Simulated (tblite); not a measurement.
# FGeH9N2Si2: the cost of one run

Programs: tblite 0.8.0 and PySCF 2.14.0. All values are calculated, for the isolated system unless a continuum is named. Atoms count from 0, parts from 1.

## 1. Starting point

15 atoms, charge 0, multiplicity 1; geometry: distance geometry start.

## 2. Relaxing the cluster with GFN2-xTB

What the job is given:

```
{"job": {"kind": "relax", "xc": "GFN2-xTB", "basis": "xTB"}, "charge": 0, "multiplicity": 1}
Ge    -1.642494     1.078971    -0.956351
N     -1.901931    -0.623788    -0.111546
Si    -1.350792    -0.778626     1.599150
N     -0.043561     1.009695    -2.025382
Si     1.409309     0.211031    -1.250515
F     -3.044289     1.461282    -1.965642
H     -1.479968     2.137517     0.127625
H     -1.746572    -1.415753    -0.723139
H     -1.224084     0.511234     2.172328
H     -2.281986    -1.528929     2.351336
H     -0.087672    -1.435935     1.647013
H      0.143260     1.856720    -2.557559
H      1.242253    -1.180854    -1.286355
H      2.571400     0.555673    -1.959948
H      1.523661     0.655814     0.115750
```

Level: GFN2-xTB geometry optimisation, gas phase.

Run with:

```bash
OMP_NUM_THREADS=1 python cluster_run.py task.json out
```

The driver reads the jobs from task.json and runs them one after another.

Q: Estimate the wall time of this first job on 1 thread of Arm Neoverse V1, shared host.

About 5.1 s.
